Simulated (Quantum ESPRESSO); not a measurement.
# GaB (P4/mmm) in Quantum ESPRESSO: settings compared

The runs below take GaB through phonons, with PBEsol, PBE.

All numbers are computed with Quantum ESPRESSO 7.5; they aren't measurements. Logs are shortened: lines on timing, memory, paths and dates and some standing lists are left out, and cuts for length are marked.

## 1. The structure

It takes space group P4/mmm (No. 123, tetragonal). The conventional cell has a = 2.718 Å, b = 2.718 Å, c = 3.236 Å, α = 90.00°, β = 90.00°, γ = 90.00°. Ga (site symmetry 4/mmm) has 8 B at 2.51 Å and 4 Ga at 2.72 Å as nearest neighbours. B (site symmetry 4/mmm) is surrounded by 8 Ga at 2.51 Å and 4 B at 2.72 Å.

The cell was built by a generator and needn't be a form met in nature.

## 2. Phonons, PBEsol

The input, pw.in:

```
&CONTROL
  calculation = 'scf'
  prefix = 'pwscf'
  outdir = './tmp'
  pseudo_dir = './pseudo'
  tprnfor = .true.
  tstress = .true.
  disk_io = 'low'
  verbosity = 'high'
/
&SYSTEM
  ibrav = 0
  celldm(1) = 8
  nat = 2
  ntyp = 2
  ecutwfc = 80
  nbnd = 14
  occupations = 'smearing'
  smearing = 'mv'
  degauss = 0.01469973
/
&ELECTRONS
  conv_thr = 4d-10
  electron_maxstep = 120
  mixing_beta = 0.5
  mixing_ndim = 2
/
ATOMIC_SPECIES
Ga    69.7230 Ga.upf
B     10.8100 B.upf
CELL_PARAMETERS alat
  0.6420911426253   0.0000000000000   0.0000000000000
  0.0000000000000   0.6420911426253   0.0000000000000
  0.0000000000000   0.0000000000000   0.7644438227219
ATOMIC_POSITIONS crystal
Ga     0.5000000000    0.5000000000    0.5000000000
B      0.0000000000    0.0000000000    0.0000000000
K_POINTS automatic
10 10 8 1 1 1
```

The input, scf2.in:

```
&CONTROL
  calculation = 'scf'
  prefix = 'pwscf'
  outdir = './tmp'
  pseudo_dir = './pseudo'
  tprnfor = .true.
  tstress = .true.
  disk_io = 'low'
  verbosity = 'high'
/
&SYSTEM
  ibrav = 0
  celldm(1) = 8
  nat = 2
  ntyp = 2
  ecutwfc = 80
  nbnd = 14
  occupations = 'smearing'
  smearing = 'mv'
  degauss = 0.01469973
/
&ELECTRONS
  conv_thr = 1d-13
  electron_maxstep = 120
  mixing_beta = 0.5
  mixing_ndim = 2
  startingpot = 'file'
  startingwfc = 'file'
/
ATOMIC_SPECIES
Ga    69.7230 Ga.upf
B     10.8100 B.upf
CELL_PARAMETERS alat
  0.6420911426253   0.0000000000000   0.0000000000000
  0.0000000000000   0.6420911426253   0.0000000000000
  0.0000000000000   0.0000000000000   0.7644438227219
ATOMIC_POSITIONS crystal
Ga     0.5000000000    0.5000000000    0.5000000000
B      0.0000000000    0.0000000000    0.0000000000
K_POINTS automatic
10 10 8 1 1 1
```

The input, ph.in:

```
phonons of GaB
&INPUTPH
  prefix = 'pwscf'
  outdir = './tmp'
  tr2_ph = 1d-18
  fildyn = 'dyn'
  niter_ph = 90
  alpha_mix(1) = 0.4
/
0.0000000000 0.0000000000 0.0000000000
```

The input, dynmat.in:

```
&INPUT
  fildyn = 'dyn'
  asr = 'crystal'
  filout = 'dynmat.disp'
  fileig = 'dynmat.eig'
/
```

The input, relax_v0.99.in:

```
&CONTROL
  calculation = 'relax'
  prefix = 'pwscf'
  outdir = './tmp'
  pseudo_dir = './pseudo'
  tprnfor = .true.
  tstress = .true.
  disk_io = 'low'
  verbosity = 'high'
  nstep = 30
  forc_conv_thr = 0.0001
  etot_conv_thr = 1d-06
/
&SYSTEM
  ibrav = 0
  celldm(1) = 8
  nat = 2
  ntyp = 2
  ecutwfc = 80
  nbnd = 14
  occupations = 'smearing'
  smearing = 'mv'
  degauss = 0.01469973
/
&ELECTRONS
  conv_thr = 1d-13
  electron_maxstep = 120
  mixing_beta = 0.5
  mixing_ndim = 2
/
&IONS
  ion_dynamics = 'bfgs'
/
ATOMIC_SPECIES
Ga    69.7230 Ga.upf
B     10.8100 B.upf
CELL_PARAMETERS alat
  0.6399436645658   0.0000000000000   0.0000000000000
  0.0000000000000   0.6399436645658   0.0000000000000
  0.0000000000000   0.0000000000000   0.7618871353124
ATOMIC_POSITIONS crystal
Ga     0.5000000000    0.5000000000    0.5000000000
B      0.0000000000    0.0000000000    0.0000000000
K_POINTS automatic
10 10 8 1 1 1
```

The input, ph_v0.99.in:

```
phonons at 0.99 of the volume
&INPUTPH
  prefix = 'pwscf'
  outdir = './tmp'
  tr2_ph = 1d-18
  fildyn = 'dyn_v0.99'
  niter_ph = 90
  alpha_mix(1) = 0.4
/
0.0000000000 0.0000000000 0.0000000000
```

The input, relax_v1.01.in:

```
&CONTROL
  calculation = 'relax'
  prefix = 'pwscf'
  outdir = './tmp'
  pseudo_dir = './pseudo'
  tprnfor = .true.
  tstress = .true.
  disk_io = 'low'
  verbosity = 'high'
  nstep = 30
  forc_conv_thr = 0.0001
  etot_conv_thr = 1d-06
/
&SYSTEM
  ibrav = 0
  celldm(1) = 8
  nat = 2
  ntyp = 2
  ecutwfc = 80
  nbnd = 14
  occupations = 'smearing'
  smearing = 'mv'
  degauss = 0.01469973
/
&ELECTRONS
  conv_thr = 1d-13
  electron_maxstep = 120
  mixing_beta = 0.5
  mixing_ndim = 2
/
&IONS
  ion_dynamics = 'bfgs'
/
ATOMIC_SPECIES
Ga    69.7230 Ga.upf
B     10.8100 B.upf
CELL_PARAMETERS alat
  0.6442243514574   0.0000000000000   0.0000000000000
  0.0000000000000   0.6442243514574   0.0000000000000
  0.0000000000000   0.0000000000000   0.7669835218478
ATOMIC_POSITIONS crystal
Ga     0.5000000000    0.5000000000    0.5000000000
B      0.0000000000    0.0000000000    0.0000000000
K_POINTS automatic
10 10 8 1 1 1
```

The input, ph_v1.01.in:

```
phonons at 1.01 of the volume
&INPUTPH
  prefix = 'pwscf'
  outdir = './tmp'
  tr2_ph = 1d-18
  fildyn = 'dyn_v1.01'
  niter_ph = 90
  alpha_mix(1) = 0.4
/
0.0000000000 0.0000000000 0.0000000000
```

Potentials or basis: PseudoDojo 0.4.1 SR PBEsol standard.

Launch:

```bash
$ OMP_NUM_THREADS=1 pw.x -in pw.in > pw.out
$ OMP_NUM_THREADS=1 pw.x -in scf2.in > scf2.out
$ OMP_NUM_THREADS=1 ph.x -in ph.in > ph.out
$ OMP_NUM_THREADS=1 dynmat.x -in dynmat.in > dynmat.out
$ OMP_NUM_THREADS=1 pw.x -in relax_v0.99.in > relax_v0.99.out
$ OMP_NUM_THREADS=1 ph.x -in ph_v0.99.in > ph_v0.99.out
$ OMP_NUM_THREADS=1 pw.x -in relax_v1.01.in > relax_v1.01.out
$ OMP_NUM_THREADS=1 ph.x -in ph_v1.01.in > ph_v1.01.out
```

pw.out:

```text
This program is part of the open-source Quantum ESPRESSO suite
     for quantum simulation of materials; please cite
[... 9 lines left out ...]
     --------------------
     sticks:   dense  smooth     PW     G-vecs:    dense   smooth      PW
     Sum         673     673    197                15555    15555    2591

     Using Slab Decomposition

     bravais-lattice index     =            0
     lattice parameter (alat)  =       8.0000  a.u.
     unit-cell volume          =     161.3648 (a.u.)^3
     number of atoms/cell      =            2
     number of atomic types    =            2
     number of electrons       =        16.00
     number of Kohn-Sham states=           14
     kinetic-energy cutoff     =      80.0000  Ry
     charge density cutoff     =     320.0000  Ry
     scf convergence threshold =      4.0E-10
     mixing beta               =       0.5000
     number of iterations used =            2  plain     mixing
     Exchange-correlation= PBESOL
                           (   1   4  10   8   0   0   0)

     celldm(1)=   8.000000  celldm(2)=   0.000000  celldm(3)=   0.000000
     celldm(4)=   0.000000  celldm(5)=   0.000000  celldm(6)=   0.000000

     crystal axes: (cart. coord. in units of alat)
               a(1) = (   0.642091   0.000000   0.000000 )
               a(2) = (   0.000000   0.642091   0.000000 )
               a(3) = (   0.000000   0.000000   0.764444 )

     reciprocal axes: (cart. coord. in units 2 pi/alat)
               b(1) = (  1.557411  0.000000  0.000000 )
               b(2) = (  0.000000  1.557411  0.000000 )
               b(3) = (  0.000000  0.000000  1.308141 )

     PseudoPot. # 1 for Ga read from file:
     Ga.upf
     Pseudo is Norm-conserving + core correction, Zval = 13.0
     Generated using ONCVPSP code by D. R. Hamann
     Using radial grid of 1902 points,  6 beta functions with:
                l(1) =   0
                l(2) =   0
                l(3) =   1
                l(4) =   1
                l(5) =   2
                l(6) =   2

     PseudoPot. # 2 for B  read from file:
     B.upf
     Pseudo is Norm-conserving + core correction, Zval =  3.0
     Generated using ONCVPSP code by D. R. Hamann
     Using radial grid of 1534 points,  4 beta functions with:
                l(1) =   0
                l(2) =   0
                l(3) =   1
                l(4) =   1

     atomic species   valence    mass     pseudopotential
     Ga               13.00    69.72300     Ga( 1.00)
     B                 3.00    10.81000     B ( 1.00)

     16 Sym. Ops., with inversion, found

                                    s                        frac. trans.

      isym =  1     identity

 cryst.   s( 1) = (     1          0          0      )
                  (     0          1          0      )
                  (     0          0          1      )

 cart.    s( 1) = (  1.0000000  0.0000000  0.0000000 )
                  (  0.0000000  1.0000000  0.0000000 )
                  (  0.0000000  0.0000000  1.0000000 )
[... 37 lines left out ...]
 cart.    s( 5) = (  0.0000000  1.0000000  0.0000000 )
                  (  1.0000000  0.0000000  0.0000000 )
[... 109 lines left out ...]
                  ( -1.0000000  0.0000000  0.0000000 )
                  (  0.0000000  0.0000000 -1.0000000 )

   Cartesian axes

     site n.     atom                  positions (alat units)
         1        Ga     tau(   1) = (   0.3210456   0.3210456   0.3822219  )
         2        B      tau(   2) = (   0.0000000   0.0000000   0.0000000  )

   Crystallographic axes

     site n.     atom                  positions (cryst. coord.)
         1        Ga     tau(   1) = (  0.5000000  0.5000000  0.5000000  )
         2        B      tau(   2) = (  0.0000000  0.0000000  0.0000000  )

     number of k points=    60  Marzari-Vanderbilt smearing, width (Ry)=  0.0147
                       cart. coord. in units 2pi/alat
        k(    1) = (   0.0778706   0.0778706   0.0817588), wk =   0.0200000
        k(    2) = (   0.0778706   0.0778706   0.2452764), wk =   0.0200000
        k(    3) = (   0.0778706   0.0778706   0.4087939), wk =   0.0200000
        k(    4) = (   0.0778706   0.0778706   0.5723115), wk =   0.0200000
        k(    5) = (   0.0778706   0.2336117   0.0817588), wk =   0.0400000
        k(    6) = (   0.0778706   0.2336117   0.2452764), wk =   0.0400000
[... 52 lines left out ...]
        k(   59) = (   0.7008351   0.7008351   0.4087939), wk =   0.0200000
        k(   60) = (   0.7008351   0.7008351   0.5723115), wk =   0.0200000

                       cryst. coord.
        k(    1) = (   0.0500000   0.0500000   0.0625000), wk =   0.0200000
        k(    2) = (   0.0500000   0.0500000   0.1875000), wk =   0.0200000
        k(    3) = (   0.0500000   0.0500000   0.3125000), wk =   0.0200000
        k(    4) = (   0.0500000   0.0500000   0.4375000), wk =   0.0200000
        k(    5) = (   0.0500000   0.1500000   0.0625000), wk =   0.0400000
        k(    6) = (   0.0500000   0.1500000   0.1875000), wk =   0.0400000
[... 52 lines left out ...]
        k(   59) = (   0.4500000   0.4500000   0.3125000), wk =   0.0200000
        k(   60) = (   0.4500000   0.4500000   0.4375000), wk =   0.0200000

     Dense  grid:    15555 G-vectors     FFT dimensions: (  30,  30,  36)

     Initial potential from superposition of free atoms

     starting charge      15.9973, renormalised to      16.0000
     Starting wfcs are   13 randomized atomic wfcs +    1 random wfcs

     Self-consistent Calculation

     iteration #  1     ecut=    80.00 Ry     beta= 0.50
     Davidson diagonalization with overlap

---- Real-time Memory Report at c_bands before calling an iterative solver
            51 MiB given to the printing process from OS
            34 MiB allocation reported by mallinfo(arena+hblkhd)
------------------
     ethr =  1.00E-02,  avg # of iterations =  4.3

     Threshold (ethr) on eigenvalues was too large:
     Diagonalizing with lowered threshold

     Davidson diagonalization with overlap

---- Real-time Memory Report at c_bands before calling an iterative solver
            53 MiB given to the printing process from OS
            36 MiB allocation reported by mallinfo(arena+hblkhd)
------------------
     ethr =  2.58E-04,  avg # of iterations =  2.2
[... 79 lines left out ...]
---- Real-time Memory Report at c_bands before calling an iterative solver
            56 MiB given to the printing process from OS
            37 MiB allocation reported by mallinfo(arena+hblkhd)
------------------
     ethr =  1.52E-11,  avg # of iterations =  2.0

     End of self-consistent calculation

          k = 0.0779 0.0779 0.0818 (  1965 PWs)   bands (ev):

    -3.3371  -3.1787  -2.8809  -2.8780  -2.8384  -1.2549   9.8360  14.1132
    14.2822  14.7554  21.4515  21.9169  24.6401  26.1369
[... 532 lines left out ...]
     occupation numbers
     1.0000   1.0000   1.0000   1.0000   1.0000   1.0000   1.0000   1.0000
     1.0000   0.0000   0.0000   0.0000   0.0000   0.0000

     the Fermi energy is    12.0101 ev

!    total energy              =    -158.40077720 Ry
     estimated scf accuracy    <          2.2E-10 Ry
     smearing contrib. (-TS)   =      -0.00040454 Ry
     internal energy E=F+TS    =    -158.40037266 Ry

     The total energy is F=E-TS. E is the sum of the following terms:
     one-electron contribution =     -52.29697835 Ry
     hartree contribution      =      41.32093048 Ry
     xc contribution           =     -43.72588840 Ry
     ewald contribution        =    -103.69843639 Ry

     convergence has been achieved in   8 iterations

     Forces acting on atoms (cartesian axes, Ry/au):

     atom    1 type  1   force =     0.00000000    0.00000000    0.00000000
     atom    2 type  2   force =     0.00000000    0.00000000    0.00000000
     The non-local contrib.  to forces
     atom    1 type  1   force =     0.00000000    0.00000000    0.00000000
     atom    2 type  2   force =     0.00000000    0.00000000    0.00000000
     The ionic contribution  to forces
     atom    1 type  1   force =     0.00000000    0.00000000   -0.00000000
     atom    2 type  2   force =    -0.00000000   -0.00000000   -0.00000000
     The local contribution  to forces
     atom    1 type  1   force =     0.00000000    0.00000000    0.00000000
     atom    2 type  2   force =    -0.00000000    0.00000000   -0.00000000
     The core correction contribution to forces
     atom    1 type  1   force =    -0.00000000   -0.00000000    0.00000000
     atom    2 type  2   force =     0.00000000   -0.00000000    0.00000000
     The Hubbard contrib.    to forces
     atom    1 type  1   force =     0.00000000    0.00000000    0.00000000
     atom    2 type  2   force =     0.00000000    0.00000000    0.00000000
     The SCF correction term to forces
     atom    1 type  1   force =    -0.00000000   -0.00000000    0.00000000
     atom    2 type  2   force =    -0.00000000    0.00000000   -0.00000000

     Total force =     0.000000     Total SCF correction =     0.000000

     Computing stress (Cartesian axis) and pressure

          total   stress  (Ry/bohr**3)                   (kbar)     P=      -36.18
  -0.00027565   0.00000000   0.00000000          -40.55        0.00        0.00
   0.00000000  -0.00027565   0.00000000            0.00      -40.55        0.00
   0.00000000   0.00000000  -0.00018663            0.00        0.00      -27.45

     kinetic stress (kbar)  78247.39      0.00      0.00
                                0.00  78247.39      0.00
                                0.00      0.00  78436.87

     local   stress (kbar)   -429.96      0.00      0.00
                                0.00   -429.96      0.00
                                0.00      0.00  14628.07

     nonloc. stress (kbar) -54742.13      0.00      0.00
                                0.00 -54742.13      0.00
                                0.00      0.00 -54768.97

     hartree stress (kbar)  14703.80     -0.00     -0.00
                               -0.00  14703.80     -0.00
                               -0.00     -0.00   8261.81

     exc-cor stress (kbar)  12665.81     -0.00     -0.00
                               -0.00  12665.81     -0.00
                               -0.00     -0.00  12664.88

     corecor stress (kbar) -21894.55      0.00      0.00
                                0.00 -21894.55     -0.00
                                0.00     -0.00 -21897.29

     ewald   stress (kbar) -28590.90     -0.00      0.00
                               -0.00 -28590.90     -0.00
                                0.00     -0.00 -37352.83

     hubbard stress (kbar)      0.00      0.00      0.00
                                0.00      0.00      0.00
                                0.00      0.00      0.00

     DFT-D   stress (kbar)      0.00      0.00      0.00
                                0.00      0.00      0.00
                                0.00      0.00      0.00

     XDM     stress (kbar)      0.00      0.00      0.00
                                0.00      0.00      0.00
                                0.00      0.00      0.00

     dft-nl  stress (kbar)      0.00      0.00      0.00
                                0.00      0.00      0.00
                                0.00      0.00      0.00

     TS-vdW  stress (kbar)      0.00      0.00      0.00
                                0.00      0.00      0.00
                                0.00      0.00      0.00

     MDB     stress (kbar)      0.00      0.00      0.00
                                0.00      0.00      0.00
                                0.00      0.00      0.00

     3D-RISM stress (kbar)      0.00      0.00      0.00
                                0.00      0.00      0.00
                                0.00      0.00      0.00

=------------------------------------------------------------------------------=
   JOB DONE.
=------------------------------------------------------------------------------=
```

It took 14 min on 1 thread of Arm Neoverse V2, shared host; peak memory 0.06 GiB.

What came out:

```yaml
Free_energy: -2155.1524 eV
Pressure_after_relaxing: -3.6 GPa
Band_gap_on_the_k_mesh: none (metal or under the smearing width)
Highest_phonon_frequency_at_Γ: 255 cm⁻¹
Most_unstable_mode: 137i cm⁻¹
```

Levels at points of the mesh, in eV from the Fermi level:
| k point | band 4 | band 5 | band 6 | band 7 | band 8 | band 9 | band 10 | band 11 | band 12 | band 13 |
| --- | --- | --- | --- | --- | --- | --- | --- | --- | --- | --- |
| (0.05, 0.05, 0.06) | -14.89 | -14.85 | -13.26 | -2.17 | 2.10 | 2.27 | 2.75 | 9.44 | 9.91 | 12.63 |

Phonon frequencies in cm⁻¹ (negative: imaginary):
```tsv
q point	frequencies
(0.000, 0.000, 0.000)	-137 -137 -19 -19 -19 255
```

Mode Grüneisen parameters of phonons at Γ, in order of frequency: n/a, n/a, n/a, n/a, n/a, 3.08

Optical modes at Γ, degenerate ones joined:
| cm⁻¹ | components | symmetry | active in |
| --- | --- | --- | --- |
| 140i | 2 | Eu | IR |
| 254 | 1 | A2u | IR |

Frequencies at 99 % and 101 % of the volume (pressures -2.6 and -4.6 GPa), ions relaxed:
| mode | 99 % (cm⁻¹) | 101 % (cm⁻¹) | Grüneisen parameter |
| --- | --- | --- | --- |
| 6 | 263.1 | 247.3 | 3.08 |

Caveat: the mesh is thin for the phonons of a metal; some modes are imaginary; the cell is more than 3 GPa from zero pressure, which shifts response properties.

(Part 1 of 2 ends here.)
